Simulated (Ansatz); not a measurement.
# C₄H₄OSe: a ladder of functionals and wavefunction methods

One table from this session's results is given with a row withheld; the runs are named, their logs left out.

Computed with Ansatz 0.2.0, Gaussian basis. Level: functionals in def2-TZVPP, the program's frozen cores in correlated methods.

Plan: LDA (SPW92), PBE-D4, revPBE-D4, BLYP-D4, r2SCAN-D4, B97M-V, PBE0-D4, B3LYP-D4, r2SCANh-D4, r2SCAN0-D4, HSE06-D4, BHLYP-D4, CAM-B3LYP-D4, LC-ωPBE, ωB97X-V, ωB97M-V, B2PLYP, PBE-QIDH; CCSD(T)/def2-SVP; CCSD(T)/def2-TZVPP; MP2/def2-QZVPP; extrapolation to the limit; RPA on PBE.

## Structure used throughout

All runs share one geometry, relaxed beforehand with PBE0-D4 in a triple-zeta def2 set.

10 atoms, charge 0, spin multiplicity 1.

Atoms are counted from 1 here; the program's logs count them from 0.

Bond lengths: O1–C2 1.347 Å, O1–H7 0.960 Å, C2–C3 1.356 Å, C2–Se6 1.876 Å, C3–C4 1.424 Å, C3–H8 1.082 Å, C4–C5 1.353 Å, C4–H9 1.083 Å, C5–Se6 1.862 Å, C5–H10 1.078 Å. Angles: C2–O1–H7 110.9°, O1–C2–C3 124.5°, O1–C2–Se6 123.9°, C3–C2–Se6 111.5°, C2–C3–C4 114.2°, C2–C3–H8 121.8°, C4–C3–H8 124.0°, C3–C4–C5 116.1°, C3–C4–H9 122.1°, C5–C4–H9 121.8°, C4–C5–Se6 111.1°, C4–C5–H10 128.5°, Se6–C5–H10 120.4°, C2–Se6–C5 87.1°.

The first run:

Contents of in.yaml:

```yaml
crystal:
  periodic: [false, false, false]
  atoms:
    - {symbol: O, position_ang: [-0.995942, -2.083204, -0.580287]}
    - {symbol: C, position_ang: [-0.476649, -0.862060, -0.347150]}
    - {symbol: C, position_ang: [0.274838, -0.539863, 0.734614]}
    - {symbol: C, position_ang: [0.711710, 0.814821, 0.760181]}
    - {symbol: C, position_ang: [0.323448, 1.584761, -0.282655]}
    - {symbol: Se, position_ang: [-0.705651, 0.609159, -1.488853]}
    - {symbol: H, position_ang: [-1.498078, -2.092037, -1.398345]}
    - {symbol: H, position_ang: [0.510392, -1.266104, 1.501522]}
    - {symbol: H, position_ang: [1.319178, 1.208590, 1.566190]}
    - {symbol: H, position_ang: [0.536753, 2.625957, -0.465217]}
basis:
  gaussian: {orbitals: def2-TZVPP}
hamiltonian: {xc: lda}
output: {orbitals: {seedname: orbitals}}
```

Among the steps run: LDA; PBE-D4 (GGA); revPBE-D4 (GGA); BLYP-D4 (GGA); r2SCAN-D4 (meta-GGA); B97M-V (meta-GGA); PBE0-D4 (hybrid); B3LYP-D4 (hybrid); r2SCANh-D4 (hybrid); r2SCAN0-D4 (hybrid); HSE06-D4 (hybrid); BHLYP-D4 (hybrid); CAM-B3LYP-D4 (range-separated); LC-ωPBE-D4 (range-separated; the results give it without D4); ωB97X-V (range-separated); ωB97M-V (range-separated); B2PLYP (double hybrid); PBE-QIDH (double hybrid).

One table of the session follows, with a row left open; its other results are not shown here.

It belongs to the step «Orbital energies across the functionals». 

```
  functional  HOMO (eV)  gap (eV)
 LDA (SPW92)      -5.28      3.75
      PBE-D4          ?         ?
   revPBE-D4      -5.01      3.79
     BLYP-D4      -4.91      3.67
   r2SCAN-D4      -5.26      4.27
      B97M-V      -5.25      4.21
     PBE0-D4      -6.16      5.75
    B3LYP-D4      -5.94      5.25
  r2SCANh-D4      -5.67      4.99
  r2SCAN0-D4      -6.28      6.07
    HSE06-D4      -5.76      4.97
    BHLYP-D4      -7.07      7.51
CAM-B3LYP-D4      -7.41      7.97
     LC-ωPBE      -8.72     10.54
     ωB97X-V      -8.37     10.02
     ωB97M-V      -8.28      9.66
```

Estimate the missing values for PBE-D4.

The run gave: HOMO (eV): -5.08; gap (eV): 3.77. In the column «HOMO (eV)» it lies between B97M-V (-5.25) and revPBE-D4 (-5.01).
